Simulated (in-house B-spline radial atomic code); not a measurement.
**Dy²³⁺: ionisation energy by several methods**

Wanted: one ionisation energy, Dy²³⁺ to configuration [Kr] 4d6, up the ladder of functionals.

The numbers are computed with in-house B-spline radial atomic code version 1 (scalar-relativistic (X2C), several functionals, spin-polarised, exact exchange averaged over the configuration; spherical all-electron atom at the radial basis limit), except any that are marked as measured or tabulated.

## 1. What is computed

| Property | Result |
| --- | --- |
| element | dysprosium (Z = 66) |
| charge | +23 |
| electrons | 43 |
| configuration | [Kr] 4d7 |
| nucleus | Fermi, rms radius 5.222 fm |

Outer shells as boxes (Hund's rule):

[Kr] 4d7
```
[Kr] core
4d [↑↓][↑↓][↑ ][↑ ][↑ ]
```

Where spins are not typed, each open shell is filled with up spins first.

## 2. PBE0, a global hybrid

Settings of the run:

```ini
Z = 66
electrons = 43.0
configuration = [Kr] 4d7
hamiltonian = x2c
method = pbe0
spin_polarised = True
nucleus = fermi
rms_radius = 5.2218
mass_number = 164
atomic_mass = 163.929180819
speed_of_light = 137.035999084
exact_exchange = averaged over the configuration
```

Started as:

```console
python run_scf.py task.json out
```

One command runs all members of the session, one after another, from task.json.

## 3. B97-1, a global hybrid

Settings: those of step 2 with these lines changed.

```diff
@@ -4,3 +4,3 @@
 hamiltonian = x2c
-method = pbe0
+method = b97_1
 spin_polarised = True
```

## 4. M06-2X, a global hybrid

Settings: those of step 3 with these lines changed.

```diff
@@ -4,3 +4,3 @@
 hamiltonian = x2c
-method = b97_1
+method = m062x
 spin_polarised = True
```

The tabulated ionisation energy is 786 ± 4 eV (tabulated theoretical; NIST Atomic Spectra Database). What does each method give, and which comes nearest?

The runs gave:

| method | rung | total energy (hartree) | ΔSCF (eV) | −ε highest (eV) | ΔSCF less tabulated (eV) |
| --- | --- | --- | --- | --- | --- |
| PBE0 | global hybrid | -11933.2558 | 787.49 | 772.60 (4d down) | +1.49 |
| B97-1 | global hybrid | -11933.4038 | 787.71 | 771.89 (4d down) | +1.71 |
| M06-2X | global hybrid | -11934.7690 | 788.16 | 779.29 (4d down) | +2.16 |

**Reading.** Tables give 786 ± 4 eV (tabulated theoretical; NIST Atomic Spectra Database) for the ionisation energy. PBE0 misses by +1.49 eV, the least, and M06-2X by +2.16 eV (0.28 %), the most. The table's own uncertainty is as large as these misses, so the order means little. All methods miss on the same side by much the same amount, which points to something that they share. Relativistic terms that these runs lack can be as large as the gaps between close methods, so the nearest may be so by luck. Spin-orbit coupling is left out. Open shells are averaged (over orientations, and over spins where the run is restricted), while tables refer to the lowest levels.
